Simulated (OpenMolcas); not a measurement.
# SiCNClF2 (SMILES N#C[Si](F)(F)Cl): levels of theory compared

We compute a comparison of 6 runs (HF/3-21G, PBE0/cc-pVDZ, revPBE/cc-pVDZ, B3LYP/6-31G*, MP2/cc-pVDZ, CCSD(T)/cc-pVDZ) of SiCNClF2. 

The calculation is run with OpenMolcas 26.06.

1 further run of the same task is left out (set aside as unsound or not needed).

## Step 1: Starting point

SiCNClF2 has 6 atoms, charge 0, and is taken as a singlet. As SMILES, `N#C[Si](F)(F)Cl`. The shape is that of a PBE0-D4/def2-TZVP optimisation.

Bond lengths: N1–C2 1.150 Å, C2–Si3 1.827 Å, Si3–F4 1.567 Å, Si3–F5 1.567 Å, Si3–Cl6 1.998 Å. Angles: N1–C2–Si3 179.1°, C2–Si3–F4 108.2°, C2–Si3–F5 108.2°, C2–Si3–Cl6 110.3°, F4–Si3–F5 108.8°, F4–Si3–Cl6 110.6°, F5–Si3–Cl6 110.6°.

## Step 2: Energy and forces at HF/3-21G (run 1)

Contents of input.xyz:

```xyz
6

N      1.925400    -1.092200     1.077400
C      1.030100    -0.609300     0.540000
Si    -0.394400     0.176700    -0.290300
F     -1.487900    -0.920300    -0.527700
F      0.087600     0.719200    -1.679000
Cl    -1.118900     1.661900     0.833400
```

Contents of test.input:

```
&GATEWAY
BasLib = $CurrDir
Coord = input.xyz
Basis = 3-21G
Group = NoSym
&SEWARD
&SCF
Thresholds = 1e-10 1e-07 1e-07 1e-05
PrOrbitals = 1 2
&ALASKA
```

The basis set 3-21G is read from a file made from the Basis Set Exchange's data (not shown).

Run with:

```console
$ export MOLCAS_MEM=1860
$ pymolcas test.input > test.log
```

The log of the run:

```text
--- Start Module: gateway ---
[...]
--- Stop Module: gateway /rc=_RC_ALL_IS_WELL_ ---
[...]
      Basis functions           62
[...]
--- Start Module: scf ---
[...]
       Convergence after  16 Iterations
[...]
::    Total SCF energy                              -1034.4711892287
[...]
      Total spin, S                                     0.0000000000
[...]
      Total electronic charge=   62.000000
      Total            charge=   -0.000000
[...]
      Dipole Moment (debye):
      Origin of the operator (angstrom)=   -0.2949    0.2886    0.0052
                   X= -5.9234E-01               Y=  3.1907E-01               Z= -3.5786E-01           Total=  7.6206E-01
      Quadrupole Moment (debye*angstrom):
[...]
--- Stop Module: scf /rc=_RC_ALL_IS_WELL_ ---
[...]
--- Start Module: alaska ---
[...]
 *              Molecular gradients               *
 **************************************************
  Irreducible representation: a
 ------------------------------------------------------------------------------------------
                              X                       Y                       Z
 ------------------------------------------------------------------------------------------
  N1                2.17002159067547E-02   -1.14034828475962E-02    1.34435453414241E-02
  C2               -2.55249670515099E-02    1.24186252892993E-02   -1.72128284386650E-02
  SI3              -3.02268274477662E-02    2.26593809301741E-02   -9.35468580093313E-03
  F4                2.45680912383754E-02    2.24586702727301E-02    8.09400371892277E-03
  F5               -7.59270115555033E-03   -1.10094811817403E-02    3.16737444694155E-02
  CL6               1.70761885097175E-02   -3.51237124628412E-02   -2.66437792901648E-02
 ------------------------------------------------------------------------------------------
[...]
```

Run time: 5.7 s. Hardware: 1 thread of Intel Xeon Platinum 8259CL at 2.50GHz (Skylake/Cascade Lake), shared host; peak memory 0.4 GiB.

## Step 3: Energy and forces at PBE0/cc-pVDZ (run 2)

input.xyz is that of step 2.

Contents of job.inp:

```
&GATEWAY
BasLib=$CurrDir
Coord=input.xyz
Basis=cc-pVDZ
Group=NoSym
&SEWARD
GridInput
Grid=UltraFine
End of Grid
&SCF
KSDFT=PBE0
Thresholds=1e-10 1e-07 1e-07 1e-05
PrOrbitals=1 2
&ALASKA
```

The basis set cc-pVDZ is read from a file made from the Basis Set Exchange's data (not shown).

Run with:

```console
$ export MOLCAS_MEM=1860
$ pymolcas job.inp > job.log
```

The log of the run:

```text
--- Start Module: gateway ---
[...]
--- Stop Module: gateway /rc=_RC_ALL_IS_WELL_ ---
[...]
      Basis functions           92
[...]
--- Start Module: scf ---
[...]
       Convergence after  15 Iterations
[...]
::    Total KS-DFT energy                           -1041.8285870148
[...]
      Total spin, S                                     0.0000000000
[...]
      Total electronic charge=   62.000000
      Total            charge=   -0.000000
[...]
      Dipole Moment (debye):
      Origin of the operator (angstrom)=   -0.2949    0.2886    0.0052
                   X= -1.3994E+00               Y=  1.1260E+00               Z= -3.1307E-01           Total=  1.8233E+00
      Quadrupole Moment (debye*angstrom):
[...]
--- Stop Module: scf /rc=_RC_ALL_IS_WELL_ ---
[...]
--- Start Module: alaska ---
[...]
 *              Molecular gradients               *
 **************************************************
  Irreducible representation: a
 ------------------------------------------------------------------------------------------
                              X                       Y                       Z
 ------------------------------------------------------------------------------------------
  N1               -2.09757250109348E-02    1.13710975111871E-02   -1.25140736155824E-02
  C2                1.61924972791807E-02   -8.86688073213926E-03    9.54681513531153E-03
  SI3              -1.67435539778316E-02   -6.91762235934057E-03   -3.29806388167918E-02
  F4                2.92752829877436E-02    2.87068538468596E-02    6.13020357914795E-03
  F5               -1.25420809277266E-02   -1.48100132515943E-02    3.67566893636706E-02
  CL6               4.79357964970717E-03   -9.48343501478632E-03   -6.93899564584299E-03
 ------------------------------------------------------------------------------------------
[...]
```

It took 42 s on 1 thread of Intel Xeon Platinum 8259CL at 2.50GHz (Skylake/Cascade Lake), shared host; peak memory 0.51 GiB.

## Step 4: Energy and forces at revPBE/cc-pVDZ (run 3)

Contents of mol.input:

```
* CClF2NSi Kohn-Sham DFT
>>> EXPORT MOLCAS_PRINT=2

&gateway
 baslib = $CurrDir
 coord
 6
 angstrom
 N        1.925400      -1.092200       1.077400
 C        1.030100      -0.609300       0.540000
 Si      -0.394400       0.176700      -0.290300
 F       -1.487900      -0.920300      -0.527700
 F        0.087600       0.719200      -1.679000
 Cl      -1.118900       1.661900       0.833400
 basis = cc-pVDZ
 group = NoSym

&seward
 gridinput
 Grid=UltraFine
 End of Grid

&scf
 ksdft = revPBE
 thresholds = 1e-10 1e-07 1e-07 1e-05
 prorbitals = 1 1

&alaska
```

The basis set cc-pVDZ is read from a file made from the Basis Set Exchange's data (not shown).

Run with:

```console
$ export MOLCAS_MEM=1860
$ pymolcas mol.input > mol.log
```

The log of the run:

```text
--- Start Module: gateway ---
[...]
--- Stop Module: gateway /rc=_RC_ALL_IS_WELL_ ---
[...]
      Basis functions           92
[...]
--- Start Module: scf ---
[...]
       Convergence after  18 Iterations
[...]
::    Total KS-DFT energy                           -1042.1518840151
[...]
      Total spin, S                                     0.0000000000
[...]
      Total electronic charge=   62.000000
      Total            charge=   -0.000000
[...]
      Dipole Moment (debye):
      Origin of the operator (angstrom)=   -0.2949    0.2886    0.0052
                   X= -1.4142E+00               Y=  1.0825E+00               Z= -3.9516E-01           Total=  1.8243E+00
      Quadrupole Moment (debye*angstrom):
[...]
--- Stop Module: scf /rc=_RC_ALL_IS_WELL_ ---
[...]
--- Start Module: alaska ---
[...]
 *              Molecular gradients               *
 **************************************************
  Irreducible representation: a
 ------------------------------------------------------------------------------------------
                              X                       Y                       Z
 ------------------------------------------------------------------------------------------
  N1               -5.03766964695913E-02    2.72756576353359E-02   -3.00956962209753E-02
  C2                4.01343366743614E-02   -2.18382004059372E-02    2.38339998570312E-02
  SI3              -2.18862952565626E-02   -7.15643093798679E-03   -4.03586772487452E-02
  F4                4.10933738799351E-02    4.06098004355044E-02    8.49438530400004E-03
  F5               -1.79021867522113E-02   -2.07833836767506E-02    5.16758873413607E-02
  CL6               8.93746792407768E-03   -1.81074430499386E-02   -1.35498990326894E-02
 ------------------------------------------------------------------------------------------
[...]
```

Run time: 48 s. Hardware: 1 thread of Intel Xeon Platinum 8259CL at 2.50GHz (Skylake/Cascade Lake), shared host; peak memory 0.51 GiB.

Runs 4 to 5 aren't shown in full; the table further down has their settings and results.

## Step 5: A single-point energy at CCSD(T)/cc-pVDZ (run 6)

Contents of geom.xyz:

```xyz
6

N      1.925400    -1.092200     1.077400
C      1.030100    -0.609300     0.540000
Si    -0.394400     0.176700    -0.290300
F     -1.487900    -0.920300    -0.527700
F      0.087600     0.719200    -1.679000
Cl    -1.118900     1.661900     0.833400
```

Contents of test.inp:

```
* CClF2NSi CCSD(T)
>>> EXPORT MOLCAS_PRINT=2
&GATEWAY
BasLib
$CurrDir
Coord
geom.xyz
Basis
cc-pVDZ
Group
NoSym
&SEWARD
&SCF
Thresholds
1e-10 1e-07 1e-07 1e-05
PrOrbitals
1 2
&RASSCF
FileOrb
$Project.ScfOrb
Spin
1
Nactel
0 0 0
Inactive
31
Ras2
0
OutOrbitals
Canonical
OrbListing
Nothing
&MOTRA
JobIph
Frozen
14
&CCSDT
CCT
Triples
2
Iterations
80
Accuracy
1e-08
Extrapolation
5 4
```

The basis set cc-pVDZ is read from a file made from the Basis Set Exchange's data (not shown).

Run with:

```console
$ export MOLCAS_MEM=1860
$ pymolcas test.inp > test.log
```

The log of the run:

```text
--- Start Module: gateway ---
[...]
--- Stop Module: gateway /rc=_RC_ALL_IS_WELL_ ---
[...]
      Basis functions           92
[...]
       Convergence after  16 Iterations
[...]
::    Total SCF energy                              -1039.8113417397
[...]
      Total spin, S                                     0.0000000000
[...]
      Number of active orbitals                  0
[...]
      Spin quantum number                      0.0
[...]
      Active orbitals                            0
[...]
      Number of CSFs                             1
[...]
      Number of root(s) required                 1
[...]
      Convergence after  4 iterations
[...]
      Natural orbitals and occupation numbers for root  1
      ************************************************************************************************************************
      *                                                    Final results                                                     *
      ************************************************************************************************************************
[...]
::    RASSCF root number  1 Total energy:  -1039.81134174
[...]
      Total electronic charge=   62.000000
      Total            charge=   -0.000000
[...]
      Dipole Moment (debye):
      Origin of the operator (angstrom)=   -0.2949    0.2886    0.0052
                   X= -1.4019E+00               Y=  1.1976E+00               Z= -2.1475E-01           Total=  1.8563E+00
      Quadrupole Moment (debye*angstrom):
[...]
--- Start Module: motra ---
[...]
--- Stop Module: motra /rc=_RC_ALL_IS_WELL_ ---
[...]
--- Start Module: ccsdt ---
[...]
      Convergence after                    17  Iterations
      Total energy (diff) :   -1040.69618775       0.00000000
[...]
 METHOD                       : CCSD+T(CCSD)+<T3(1)WT1> = CCSD(T)
[...]
       CCSD     =     -1040.6961877533279
[...]
```

It took 2.8 min on 1 thread of Intel Xeon Platinum 8259CL at 2.50GHz (Skylake/Cascade Lake), shared host; peak memory 0.51 GiB.

## Step 6: The series

| run | level | integration grid | Cartesian functions | energy (Eh) | dipole moment (D) of the reference | HOMO energy (eV) | LUMO energy (eV) | wall time |
| --- | --- | --- | --- | --- | --- | --- | --- | --- |
| 1 | HF/3-21G | – | no | -1034.471189 | 0.76 | -14.12 | 2.77 | 5.7 s |
| 2 | PBE0/cc-pVDZ | UltraFine | no | -1041.828587 | 1.82 | -10.41 | -1.19 | 42 s |
| 3 | revPBE/cc-pVDZ | UltraFine | no | -1042.151884 | 1.82 | -8.81 | -2.02 | 48 s |
| 4 | B3LYP/6-31G* (Cartesian functions) | UltraFine | yes | -1042.392150 | 1.77 | -10.04 | -1.30 | 41 s |
| 5 | MP2/cc-pVDZ | – | no | -1040.677652 | 1.86 | -13.74 | 2.67 | 12 s |
| 6 | CCSD(T)/cc-pVDZ | – | no | -1040.720085 | 1.86 | -13.74 | 2.67 | 2.8 min |

## Step 7: Results

```
                                           quantity           value
                                run 6: total energy  -1040.72009 Eh
          run 6: dipole moment (mean-field density)          1.86 D
         run 6: HOMO energy (Hartree–Fock orbitals)       -13.74 eV
         run 6: LUMO energy (Hartree–Fock orbitals)         2.67 eV
       run 6: HOMO–LUMO gap (Hartree–Fock orbitals)        16.41 eV
run 6: correlation energy (14 core orbitals frozen)      -908.7 mEh
                              run 6: (T) correction      -23.90 mEh
```

What this shows: Over runs 1, 2, 3, 4 the dipole moment (its size) runs from 0.76 D (HF/3-21G) to 1.82 D (revPBE/cc-pVDZ). The two ends differ in method and basis. Over runs 1, 2, 3, 4 the HOMO–LUMO gap runs from 6.79 eV (revPBE/cc-pVDZ) to 16.89 eV (HF/3-21G). Totals of different functionals can't be ranked against each other. All runs together took 5.3 min, the longest 2.8 min.
